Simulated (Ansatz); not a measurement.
A run of Ansatz 0.2.0:

Contents of input.yaml:

```yaml
crystal:
  lattice:
    - [5.60663, -0.09346, -0.01409]
    - [1.61393, 5.33512, 0.00251]
    - [1.36916, 1.91529, 8.31543]
  atoms:
    - { symbol: Hf, position: [0.23317, 0.65161, 0.02284] }
    - { symbol: Hf, position: [0.76683, 0.34839, 0.97716] }
    - { symbol: Pd, position: [0.0, 0.5, 0.5] }
    - { symbol: Pd, position: [0.0, 0.0, 0.5] }
    - { symbol: Se, position: [0.02419, 0.33917, 0.25331] }
    - { symbol: Se, position: [0.97581, 0.66083, 0.74669] }
    - { symbol: Br, position: [0.5, 0.5, 0.5] }
    - { symbol: Br, position: [0.5, 0.0, 0.5] }
    - { symbol: O, position: [0.44792, 0.35724, 0.92101] }
    - { symbol: O, position: [0.55208, 0.64276, 0.07899] }
    - { symbol: O, position: [0.0, 0.0, 0.0] }
hamiltonian:
  xc: r2scan
  pseudopotentials: { kind: paw }
kpoints:
  mp_grid: { grid: [5, 5, 4] }
  band_path:
    path:
      - [[0.0, 0.0, 0.5], [0.0, 0.0, 0.0], [0.5, 0.0, 0.0]]
      - [[0.5, 0.0, 0.5], [0.0, 0.0, 0.0], [0.0, 0.5, 0.0]]
      - [[0.0, 0.5, 0.5], [0.0, 0.0, 0.0], [0.5, 0.5, 0.0]]
      - [[0.5, 0.5, 0.5], [0.0, 0.0, 0.0]]
    npoints: 10
scf:
  occupations: { method: fermi_dirac, width: 0.05 }
  n_extra_bands: 27
output:
  forces: true
  stress: true
  eigenvalues: true
  fatbands: false
```

Potentials or basis: Ansatz PAW.

Run with:

```bash
$ ansatz run input.yaml --threads 8 --pin off --max-ram 20480MiB --backend cpu --events-out ev --progress --plain --runs-dir out
```

Hardware: 8 threads of Arm Neoverse V1, with other jobs on the host.

Q: How long does it take, and how much memory?

A: It took 37 s on 8 threads of Arm Neoverse V1, on a shared host, peak memory 2.6 GiB. Counts: scf iterations 9, plane waves 6347, k points 51, bands 103.
